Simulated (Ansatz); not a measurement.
# Si16As: the cost of one run

Method: DFT PBE+D3(BJ), plane waves, PAW, scalar-relativistic, collinear spin, in Ansatz 0.2.0.

## 1. Starting point

The cell holds 17 atoms (AsSi16): a = 7.679 Å, b = 7.679 Å, c = 7.679 Å, α = 60.00°, β = 60.00°, γ = 60.00°.

Structure file:

```xyz
17
Lattice="0.0000 5.4300 5.4300 5.4300 0.0000 5.4300 5.4300 5.4300 0.0000" Properties=species:S:1:pos:R:3 pbc="T T T"
Si    0.0000    0.0000    0.0000
Si    1.3575    1.3575    1.3575
Si    2.7150    2.7150    0.0000
Si    4.0725    4.0725    1.3575
Si    2.7150    0.0000    2.7150
Si    4.0725    1.3575    4.0725
Si    5.4300    2.7150    2.7150
Si    6.7875    4.0725    4.0725
Si    0.0000    2.7150    2.7150
Si    1.3575    4.0725    4.0725
Si    2.7150    5.4300    2.7150
Si    4.0725    6.7875    4.0725
Si    2.7150    2.7150    5.4300
Si    4.0725    4.0725    6.7875
Si    5.4300    5.4300    5.4300
Si    6.7875    6.7875    6.7875
As    6.7865    9.5095    6.8492
```

## 2. Relaxing end A

Input file input.yaml:

```yaml
crystal:
  lattice:
    - [0.0, 5.43, 5.43]
    - [5.43, 0.0, 5.43]
    - [5.43, 5.43, 0.0]
  atoms:
    - { symbol: Si, position: [0.0, 0.0, 0.0] }
    - { symbol: Si, position: [0.125, 0.125, 0.125] }
    - { symbol: Si, position: [0.0, 0.0, 0.5] }
    - { symbol: Si, position: [0.125, 0.125, 0.625] }
    - { symbol: Si, position: [0.0, 0.5, 0.0] }
    - { symbol: Si, position: [0.125, 0.625, 0.125] }
    - { symbol: Si, position: [0.0, 0.5, 0.5] }
    - { symbol: Si, position: [0.125, 0.625, 0.625] }
    - { symbol: Si, position: [0.5, 0.0, 0.0] }
    - { symbol: Si, position: [0.625, 0.125, 0.125] }
    - { symbol: Si, position: [0.5, 0.0, 0.5] }
    - { symbol: Si, position: [0.625, 0.125, 0.625] }
    - { symbol: Si, position: [0.5, 0.5, 0.0] }
    - { symbol: Si, position: [0.625, 0.625, 0.125] }
    - { symbol: Si, position: [0.5, 0.5, 0.5] }
    - { symbol: Si, position: [0.625, 0.625, 0.625] }
    - { symbol: As, position: [0.8814185, 0.3799469, 0.8698768], spin: 1.0 }
magnetization:
  spin_polarized: true
basis:
  ecutwfc: 420.0
kpoints:
  mp_grid: { grid: [2, 2, 2] }
hamiltonian:
  xc: pbe
  dispersion: d3bj
  pseudopotentials: { kind: paw, azcp: { folder: soft_1 } }
scf:
  occupations: { method: fermi_dirac, width: 0.05 }
  lower_state_search: "off"
relax:
  f_tol: 0.03
  max_steps: 60
  adjacent_minimum: "off"
output:
  write_density: true
  write_potential: true
  elf: true
  volumetric_format: npy
```

On the command line:

```
ansatz run input.yaml --threads 2 --pin off --max-ram 5120MiB --backend cpu --events-out ev --progress --plain --runs-dir out
```

What time and memory should one allow on 2 threads of Arm Neoverse V1, shared host?

About 50 s, with a peak of 0.73 GiB.
